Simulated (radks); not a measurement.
# Exchange and kinetic functionals tested on atomic densities: Tc²⁺, Sr, Eu²⁺, Ba⁺, Xe³⁺, S⁴⁺

An exercise on one series of results from a longer session: the logs are not shown, and one member is left open.

Method: non-relativistic Kohn-Sham, exchange-only PBE, spin-polarised, spherical densities, point nucleus; open shells are filled with parallel spins first. Code: radks (a radial shooting solver on a logarithmic mesh, Libxc functionals) version 1.

### What is computed

| Quantity | Value |
| --- | --- |
| species | Tc²⁺ ([Kr] 4d5), Sr ([Kr] 5s2), Eu²⁺ ([Xe] 4f7), Ba⁺ ([Xe] 6s1), Xe³⁺ ([Kr] 4d10 5s2 5p3), S⁴⁺ ([Ne] 3s2) |

The first run:

Settings of this run:

```text
Z 43
configuration [Kr] 4d5
relativity non-relativistic
functional pbe,
spin polarised
nucleus point
```

Among the steps run: Tc²⁺, [Kr] 4d5.

One table of the session follows, with a row left open; its other results are not shown here.

It belongs to the step «Tc²⁺, [Kr] 4d5». Radial moments (bohr):

| level | <r> | outermost maximum (interpolated) | 90 % within | nodes |
| --- | --- | --- | --- | --- |
| 3d up | 0.3986 | 0.311 | 0.635 | 0 |
| 3d down | 0.3983 | 0.312 | 0.634 | 0 |
| 4s up | 1.089 | 0.977 | 1.58 | 3 |
| 4s down | ? | ? | ? | ? |
| 4p up | 1.186 | 1.04 | 1.75 | 2 |
| 4p down | 1.179 | 1.03 | 1.75 | 2 |
| 4d up | 1.606 | 1.26 | 2.53 | 1 |
| 4d down | 1.648 | 1.25 | 2.64 | 1 |

Estimate the missing values for 4s down.

**Answer.** <r>: 1.081; outermost maximum (interpolated): 0.971; 90 % within: 1.57; nodes: 3. In the column «<r>» it lies between 3d up (0.3986) and 4s up (1.089).
